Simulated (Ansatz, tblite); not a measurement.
# The cluster Sn2S4: removing and adding an electron

Aim: the energy of removing and adding an electron for the cluster Sn2S4, by energy differences, and how well orbital energies stand in for it.

Computed with Ansatz 0.2.0, Gaussian basis. Level: as each input shows.

Levels to be run: charge +1 doublet, at the geometry of the singlet (PBE0-D4/def2-TZVP, PBE-D4/def2-TZVP, r2SCAN-D4/def2-TZVP, CCSD(T)/def2-SVP); charge -1 doublet, at the geometry of the singlet (PBE0-D4/def2-TZVPD, PBE-D4/def2-TZVPD, r2SCAN-D4/def2-TZVPD); the starting singlet's energies come from earlier runs.

5 further runs of the same task are left out: 5 set aside as unsound or not needed. Runs told in other sessions of the task aren't counted.

## Step 1: The relaxed structure

The singlet was relaxed beforehand with PBE-D4/def2-SVP. At that level it is the lowest of the isomers that a small search found.

6 atoms, charge 0, spin multiplicity 1.

Atoms are counted from 1 here; the program's logs count them from 0.

Bond lengths: Sn1–S3 2.675 Å, Sn1–S4 2.635 Å, Sn1–S6 2.556 Å, Sn2–S3 2.635 Å, Sn2–S4 2.675 Å, Sn2–S5 2.556 Å, S3–S5 2.150 Å, S4–S6 2.150 Å. Angles: S3–Sn1–S4 87.5°, S3–Sn1–S6 93.1°, S4–Sn1–S6 48.9°, S3–Sn2–S4 87.5°, S3–Sn2–S5 48.9°, S4–Sn2–S5 93.0°, Sn1–S3–Sn2 92.5°, Sn1–S3–S5 96.5°, Sn2–S3–S5 63.6°, Sn1–S4–Sn2 92.5°, Sn1–S4–S6 63.6°, Sn2–S4–S6 97.0°, Sn2–S5–S3 67.5°, Sn1–S6–S4 67.5°.

Sn takes a core potential in the def2 sets. No spin-orbit coupling is included.

## Step 2: Charge +1 doublet at the fixed geometry, PBE0-D4/def2-TZVP

in.yaml reads:

```yaml
crystal:
  periodic: [false, false, false]
  atoms:
    - {symbol: Sn, position_ang: [-0.899399, -0.730070, -1.526625]}
    - {symbol: Sn, position_ang: [0.900455, 0.736042, 1.528000]}
    - {symbol: S, position_ang: [1.555095, 0.170063, -0.960794]}
    - {symbol: S, position_ang: [-1.551828, -0.173147, 0.965093]}
    - {symbol: S, position_ang: [0.983990, 2.204400, -0.562987]}
    - {symbol: S, position_ang: [-0.988312, -2.207298, 0.557314]}
basis:
  gaussian: {orbitals: def2-TZVP}
total_charge: 1
magnetization: {spin_polarized: true, initial_magnetization: 1}
hamiltonian: {xc: pbe0, dispersion: d4}
scf: {omitted_lower_state_checks: [starts]}
output: {orbitals: {seedname: orbitals}}
```

Command:

```
$ ansatz run in.yaml --threads 4 --pin off --events-out ev --progress --plain --max-ram 4787MiB
```

The program printed:

```text
Functional definition: PBE0
  name "PBE0"
  cite "Adamo & Barone, J. Chem. Phys. 110, 6158 (1999) doi:10.1063/1.478522"
  cite "Perdew, Burke & Ernzerhof, Phys. Rev. Lett. 77, 3865 (1996) doi:10.1103/PhysRevLett.77.3865"
  parent pbe
  parameter a = 0.25
  parameter kappa = 0.804
  parameter beta = 0.06672455060314922
  exchange = (1 - a)*pbe_x(kappa = kappa, mu = beta*pi^2/3) + a*exact_x
  correlation = pbe_c(beta = beta)
these checks for a lower state are left out or cut short: starts
2006 factors; their error is unknown
mean field evaluation 1: about -54981.3207 eV, gradient 3.1e1 eV
mean field evaluation 2: about -54966.9478 eV, gradient 6.1e1 eV
mean field evaluation 4: about -54984.8758 eV, gradient 2.0e1 eV
mean field evaluation 8: about -54987.8017 eV, gradient 8.7e-1 eV
mean field evaluation 16: about -54987.8183 eV, gradient 2.4e-2 eV
mean field evaluation 32: about -54988.0721 eV, gradient 6.6e-5 eV
mean field -54988.07212850 eV, -2020.7743784685 hartree, gradient 1.7e-5 eV, S^2 0.766211; 0 other end points of the search recorded, 0 dependent functions left out
reference -54988.07216240 eV, -2020.7743797142 hartree; 54, 53 occupied and 194, 195 virtual orbitals, 2006 factors
Total energy: -54988.50436114 eV, -2020.7902627250 hartree
Checks for a lower state left out: starts
```

Run time: 42 s. Hardware: 4 threads of Arm Neoverse V1, shared host; peak memory 1.5 GiB.

Report: HOMO -11.00 eV, LUMO -9.46 eV (over both spins); ⟨S²⟩ 0.766 (pure: 0.75).

## Step 3: Charge +1 doublet at the fixed geometry, PBE-D4/def2-TZVP

start.molden holds the orbitals of an earlier run on this state, given as this run's starting guess.

in.yaml, as its differences from that of step 2:

```diff
@@ -10,6 +10,6 @@
 basis:
-  gaussian: {orbitals: def2-TZVP}
+  gaussian: {orbitals: def2-TZVP, initial_orbitals: start.molden}
 total_charge: 1
 magnetization: {spin_polarized: true, initial_magnetization: 1}
-hamiltonian: {xc: pbe0, dispersion: d4}
+hamiltonian: {xc: pbe, dispersion: d4}
 scf: {omitted_lower_state_checks: [starts]}
```

The command is unchanged.

The program printed:

```text
Functional definition: PBE
  name "PBE"
  cite "Perdew, Burke & Ernzerhof, Phys. Rev. Lett. 77, 3865 (1996) doi:10.1103/PhysRevLett.77.3865"
  parent pbe
  parameter kappa = 0.804
  parameter beta = 0.06672455060314922
  exchange = pbe_x(kappa = kappa, mu = beta*pi^2/3)
  correlation = pbe_c(beta = beta)
these checks for a lower state are left out or cut short: starts
1820 factors; their error is unknown
mean field evaluation 1: about -54984.9155 eV, gradient 1.1e1 eV
mean field evaluation 2: about -54985.0955 eV, gradient 2.9e-1 eV
mean field evaluation 4: about -54985.0795 eV, gradient 7.2e-2 eV
mean field evaluation 8: about -54985.0795 eV, gradient 2.4e-5 eV
mean field -54985.07946999 eV, -2020.6644002966 hartree, gradient 2.4e-5 eV, S^2 0.754395; 0 other end points of the search recorded, 0 dependent functions left out
reference -54985.07951553 eV, -2020.6644019702 hartree; 54, 53 occupied and 194, 195 virtual orbitals, 1820 factors
Total energy: -54985.57980412 eV, -2020.6827872368 hartree
Checks for a lower state left out: starts
```

Wall time 10 s (4 threads of Arm Neoverse V1, shared host).

Report: HOMO -10.32 eV, LUMO -9.89 eV (over both spins); ⟨S²⟩ 0.754 (pure: 0.75).

## Step 4: Charge +1 doublet at the fixed geometry, r2SCAN-D4/def2-TZVP

in.yaml, as its differences from that of step 3:

```diff
@@ -13,3 +13,3 @@
 magnetization: {spin_polarized: true, initial_magnetization: 1}
-hamiltonian: {xc: pbe, dispersion: d4}
+hamiltonian: {xc: r2scan, dispersion: d4}
 scf: {omitted_lower_state_checks: [starts]}
```

The command is unchanged.

The program printed:

```text
Functional definition: r2SCAN
  name "r2SCAN"
  cite "Furness, Kaplan, Ning, Perdew & Sun, J. Phys. Chem. Lett. 11, 8208 (2020) doi:10.1021/acs.jpclett.0c02405"
  cite "Furness, Kaplan, Ning, Perdew & Sun, J. Phys. Chem. Lett. 11, 9248 (2020) doi:10.1021/acs.jpclett.0c03077"
  parent r2scan
  parameter k0 = 0.174
  parameter k1 = 0.065
  parameter a1 = 4.9479
  exchange = r2scan_x(k0 = k0, k1 = k1, a1 = a1)
  correlation = r2scan_c
these checks for a lower state are left out or cut short: starts
1820 factors; their error is unknown
mean field evaluation 1: about -55004.4825 eV, gradient 8.3e0 eV
mean field evaluation 2: about -55004.5675 eV, gradient 1.5e-1 eV
mean field evaluation 4: about -55004.5391 eV, gradient 2.4e-3 eV
mean field -55004.53912102 eV, -2021.3795292820 hartree, gradient 4.9e-5 eV, S^2 0.758862; 0 other end points of the search recorded, 0 dependent functions left out
reference -55004.53913799 eV, -2021.3795299055 hartree; 54, 53 occupied and 194, 195 virtual orbitals, 1820 factors
Total energy: -55004.64007035 eV, -2021.3832391014 hartree
Checks for a lower state left out: starts
```

Wall time 24 s (4 threads of Arm Neoverse V1, shared host); peak memory 0.63 GiB.

Report: HOMO -10.49 eV, LUMO -9.98 eV (over both spins); ⟨S²⟩ 0.759 (pure: 0.75).

## Step 5: Charge +1 doublet at the fixed geometry, CCSD(T)/def2-SVP

in.yaml, as its differences from that of step 4:

```diff
@@ -10,7 +10,7 @@
 basis:
-  gaussian: {orbitals: def2-TZVP, initial_orbitals: start.molden}
+  gaussian: {orbitals: def2-SVP, initial_orbitals: start.molden}
 total_charge: 1
 magnetization: {spin_polarized: true, initial_magnetization: 1}
-hamiltonian: {xc: r2scan, dispersion: d4}
-scf: {omitted_lower_state_checks: [starts]}
+correlation: {method: ccsd_t}
+scf: {omitted_lower_state_checks: [starts, cluster_reference]}
 output: {orbitals: {seedname: orbitals}}
```

Same command.

The program printed, cut to the lines that bear on the results:

```text
Functional definition: HF
  name "HF"
  cite "Fock, Z. Phys. 61, 126 (1930) doi:10.1007/BF01340294"
  parent pbe
[...]
1320 factors; integrals over basis functions are off by at most 8.5e-4 eV
[...]
mean field -54862.83438238 eV, -2016.1719761878 hartree, gradient 2.3e-6 eV, S^2 0.768205; 0 other end points of the search recorded, 0 dependent functions left out
28 core orbitals not correlated: weight in the atoms' cores, before any rotation towards them, 1.000 or more for the frozen orbitals, at most 0.000 for the correlated occupied ones
reference -54862.83438238 eV, -2016.1719761878 hartree; 26, 25 occupied and 70, 71 virtual orbitals, 1320 factors
second order -18.15796072 eV of doubles, -0.00000000 eV of singles
cycle   1  -18.86145786 eV  change   -7.0e-1 eV  update   1.7e-1
[...]
cycle  20  -19.86282365 eV  change   -2.4e-5 eV  update   4.3e-5
perturbative correction -1.06954005 eV, -0.0393048719 hartree
Total energy: -54883.76674608 eV, -2016.9412263653 hartree
Checks for a lower state left out: starts, cluster_reference
```

Run time: 94 s. Hardware: 4 threads of Arm Neoverse V1, shared host; peak memory 1.6 GiB.

Report: Hartree-Fock HOMO -13.09 eV, LUMO -6.05 eV (over both spins); ⟨S²⟩ 0.768 (pure: 0.75); T1 0.040.

## Step 6: Vertical ionisation energy

Charged state less starting state, singlet to doublet; the starting state's energies are those of its earlier runs.

Differences are taken before rounding.

| method | vertical ionisation energy (eV) | from CCSD(T)/def2-SVP (eV) | time |
| --- | --- | --- | --- |
| HF/def2-SVP | 7.57 | -0.17 |  |
| PBE-D4/def2-TZVP | 7.57 | -0.16 | 14 s |
| r2SCAN-D4/def2-TZVP | 7.73 | 0.00 | 37 s |
| PBE0-D4/def2-TZVP | 7.89 | +0.15 | 53 s |
| MP2/def2-SVP | 8.08 | +0.34 |  |
| CCSD/def2-SVP | 7.84 | +0.10 |  |
| CCSD(T)/def2-SVP | 7.73 | 0 | 1.9 min |

Times add the two runs; a level without a time comes out of a correlated run.

Beside −ε(HOMO) of the starting state:

| level | −ε(HOMO) (eV) | by difference (eV) | mismatch (eV) |
| --- | --- | --- | --- |
| PBE-D4/def2-TZVP | 5.22 | 7.57 | -2.35 |
| r2SCAN-D4/def2-TZVP | 5.47 | 7.73 | -2.26 |
| PBE0-D4/def2-TZVP | 6.29 | 7.89 | -1.60 |

## Step 7: Charge -1 doublet at the fixed geometry, PBE0-D4/def2-TZVPD

in.yaml, as its differences from that of step 5:

```diff
@@ -10,7 +10,7 @@
 basis:
-  gaussian: {orbitals: def2-SVP, initial_orbitals: start.molden}
-total_charge: 1
+  gaussian: {orbitals: def2-TZVPD}
+total_charge: -1
 magnetization: {spin_polarized: true, initial_magnetization: 1}
-correlation: {method: ccsd_t}
-scf: {omitted_lower_state_checks: [starts, cluster_reference]}
+hamiltonian: {xc: pbe0, dispersion: d4}
+scf: {omitted_lower_state_checks: [starts]}
 output: {orbitals: {seedname: orbitals}}
```

Same command.

The program printed, cut to the lines that bear on the results:

```text
Functional definition: PBE0
  name "PBE0"
  cite "Adamo & Barone, J. Chem. Phys. 110, 6158 (1999) doi:10.1063/1.478522"
  cite "Perdew, Burke & Ernzerhof, Phys. Rev. Lett. 77, 3865 (1996) doi:10.1103/PhysRevLett.77.3865"
  parent pbe
[...]
2236 factors; their error is unknown
the host lacks memory for fits, so the integrals are decomposed
2128 factors; integrals over basis functions are off by at most 7.3e-4 eV
[...]
mean field -54996.93950219 eV, -2021.1002484411 hartree, gradient 2.1e-5 eV, S^2 0.758161; 0 other end points of the search recorded, 0 dependent functions left out
reference -54996.93953880 eV, -2021.1002497865 hartree; 55, 54 occupied and 241, 242 virtual orbitals, 2128 factors
Total energy: -54997.40798973 eV, -2021.1174650405 hartree
Checks for a lower state left out: starts
```

It took 41 s on 4 threads of Arm Neoverse V1, shared host; peak memory 1.8 GiB.

From the report: HOMO 0.34 eV, LUMO 1.75 eV (over both spins); ⟨S²⟩ 0.758 (pure: 0.75). Doubts: highest occupied level lies above zero.

## Step 8: Charge -1 doublet at the fixed geometry, PBE-D4/def2-TZVPD

in.yaml, as its differences from that of step 7:

```diff
@@ -10,6 +10,6 @@
 basis:
-  gaussian: {orbitals: def2-TZVPD}
+  gaussian: {orbitals: def2-TZVPD, initial_orbitals: start.molden}
 total_charge: -1
 magnetization: {spin_polarized: true, initial_magnetization: 1}
-hamiltonian: {xc: pbe0, dispersion: d4}
+hamiltonian: {xc: pbe, dispersion: d4}
 scf: {omitted_lower_state_checks: [starts]}
```

Same command.

The program printed:

```text
Functional definition: PBE
  name "PBE"
  cite "Perdew, Burke & Ernzerhof, Phys. Rev. Lett. 77, 3865 (1996) doi:10.1103/PhysRevLett.77.3865"
  parent pbe
  parameter kappa = 0.804
  parameter beta = 0.06672455060314922
  exchange = pbe_x(kappa = kappa, mu = beta*pi^2/3)
  correlation = pbe_c(beta = beta)
these checks for a lower state are left out or cut short: starts
1980 factors; their error is unknown
mean field evaluation 1: about -54993.5410 eV, gradient 1.1e1 eV
mean field evaluation 2: about -54993.7309 eV, gradient 3.1e-1 eV
mean field evaluation 4: about -54993.7214 eV, gradient 8.1e-2 eV
mean field evaluation 8: about -54993.7214 eV, gradient 2.5e-5 eV
mean field -54993.72143414 eV, -2020.9819866213 hartree, gradient 2.5e-5 eV, S^2 0.753024; 0 other end points of the search recorded, 0 dependent functions left out
reference -54993.72148130 eV, -2020.9819883545 hartree; 55, 54 occupied and 241, 242 virtual orbitals, 1980 factors
Total energy: -54994.26368127 eV, -2021.0019138359 hartree
Checks for a lower state left out: starts
```

Wall time 15 s (4 threads of Arm Neoverse V1, shared host); peak memory 0.78 GiB.

HOMO 0.79 eV, LUMO 1.13 eV (over both spins); ⟨S²⟩ 0.753 (pure: 0.75). Doubts: highest occupied level lies above zero.

## Step 9: Charge -1 doublet at the fixed geometry, r2SCAN-D4/def2-TZVPD

in.yaml, as its differences from that of step 8:

```diff
@@ -13,3 +13,3 @@
 magnetization: {spin_polarized: true, initial_magnetization: 1}
-hamiltonian: {xc: pbe, dispersion: d4}
+hamiltonian: {xc: r2scan, dispersion: d4}
 scf: {omitted_lower_state_checks: [starts]}
```

The command is unchanged.

The program printed:

```text
Functional definition: r2SCAN
  name "r2SCAN"
  cite "Furness, Kaplan, Ning, Perdew & Sun, J. Phys. Chem. Lett. 11, 8208 (2020) doi:10.1021/acs.jpclett.0c02405"
  cite "Furness, Kaplan, Ning, Perdew & Sun, J. Phys. Chem. Lett. 11, 9248 (2020) doi:10.1021/acs.jpclett.0c03077"
  parent r2scan
  parameter k0 = 0.174
  parameter k1 = 0.065
  parameter a1 = 4.9479
  exchange = r2scan_x(k0 = k0, k1 = k1, a1 = a1)
  correlation = r2scan_c
these checks for a lower state are left out or cut short: starts
1980 factors; their error is unknown
mean field evaluation 1: about -55013.2834 eV, gradient 8.3e0 eV
mean field evaluation 2: about -55013.3689 eV, gradient 1.6e-1 eV
mean field evaluation 4: about -55013.3425 eV, gradient 8.3e-3 eV
mean field evaluation 8: about -55013.3425 eV, gradient 2.3e-5 eV
mean field -55013.34250667 eV, -2021.7030477373 hartree, gradient 2.3e-5 eV, S^2 0.760202; 0 other end points of the search recorded, 0 dependent functions left out
reference -55013.34255716 eV, -2021.7030495929 hartree; 55, 54 occupied and 241, 242 virtual orbitals, 1980 factors
Total energy: -55013.45208339 eV, -2021.7070746074 hartree
Checks for a lower state left out: starts
```

Run time: 37 s. Hardware: 4 threads of Arm Neoverse V1, shared host; peak memory 0.88 GiB.

HOMO 0.71 eV, LUMO 1.17 eV (over both spins); ⟨S²⟩ 0.760 (pure: 0.75). Doubts: highest occupied level lies above zero.

## Step 10: Vertical electron affinity

Starting state less charged state (positive: the electron is bound), singlet to doublet; the starting state's energies are those of its earlier runs.

| level | vertical electron affinity (eV) | time |
| --- | --- | --- |
| PBE-D4/def2-TZVPD | +1.05 | 24 s |
| r2SCAN-D4/def2-TZVPD | +1.02 | 54 s |
| PBE0-D4/def2-TZVPD | +0.96 | 57 s |

Times add the two runs; a level without a time comes out of a correlated run.

Beside −ε(LUMO) of the starting state:

| level | −ε(LUMO) (eV) | by difference (eV) | mismatch (eV) |
| --- | --- | --- | --- |
| PBE-D4/def2-TZVPD | 2.92 | 1.05 | +1.87 |
| r2SCAN-D4/def2-TZVPD | 2.78 | 1.02 | +1.76 |
| PBE0-D4/def2-TZVPD | 2.24 | 0.96 | +1.28 |

## Step 11: Summary of results

```
                                             quantity                               value
 vertical ionisation energy, functionals in def2-TZVP  7.57 (PBE-D4) to 7.89 eV (PBE0-D4)
         vertical ionisation energy, CCSD(T)/def2-SVP                             7.73 eV
vertical electron affinity, functionals in def2-TZVPD  0.96 (PBE0-D4) to 1.05 eV (PBE-D4)
```

The vertical ionisation energy spans 7.57 to 7.89 eV over the functionals, beside 7.73 eV from CCSD(T)/def2-SVP. −ε(HOMO) misses the level's own difference by -1.60 eV at best (PBE0-D4) and -2.35 eV at worst (PBE-D4). The yardstick is in a double-zeta basis, so levels in larger sets aren't compared like for like. The reference is CCSD(T) in one finite basis, so it carries an error of its own, often a tenth of an eV or more, and near misses can't be ranked. The vertical electron affinity spans 0.96 to 1.05 eV over the functionals. The anion's highest level lies above zero where self-interaction lifts it, so diffuse functions weigh on these values. −ε(LUMO) misses the level's own difference by +1.28 eV at best (PBE0-D4) and +1.87 eV at worst (PBE-D4).

The anion's highest level is positive in at least one run, so there the basis alone may hold the extra electron.
